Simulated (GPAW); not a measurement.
Crystal: SnSe2.

```
CELL_PARAMETERS angstrom
3.81100 0.00000 0.00000
-1.90550 3.30042 0.00000
0.00000 0.00000 6.13600
ATOMIC_POSITIONS crystal
Sn 0.00000 0.00000 0.00000
Se 0.66667 0.33333 0.75100
Se 0.33333 0.66667 0.24900
```

Base run:

* Program: GPAW 26.7.0
* Functional: PBE
* Potentials or basis: GPAW PAW data sets (gpaw-data 1.2.1)
* Cutoff: 600 eV
* Basis: pw
* k mesh: 8 × 8 × 5
* Occupations: fermi-dirac, width 0.05 eV
* Spin: no spin polarisation

Its results: band gap on the k mesh 0.82 eV, indirect (least direct gap 1.11 eV); pressure 5.3 GPa; largest force 0.760 eV/Å.

The run is repeated on the same cell with these changes: potentials or basis from GPAW PAW data sets (gpaw-data 1.2.1) to JTH PAW 2.0, PBE. What comes out?

Band gap on the k mesh 0.82 eV, indirect (least direct gap 1.11 eV); pressure 6.6 GPa; largest force 0.770 eV/Å.

Caveats: spin-orbit coupling is left out, which moves the levels of the heavy elements; an odd mesh through Γ misses points on the zone boundary, where band edges often lie; this functional lacks dispersion, which binds the layers, so the pressure and a relaxed spacing across them are unreliable; the program truncates these outside data sets (some runs).
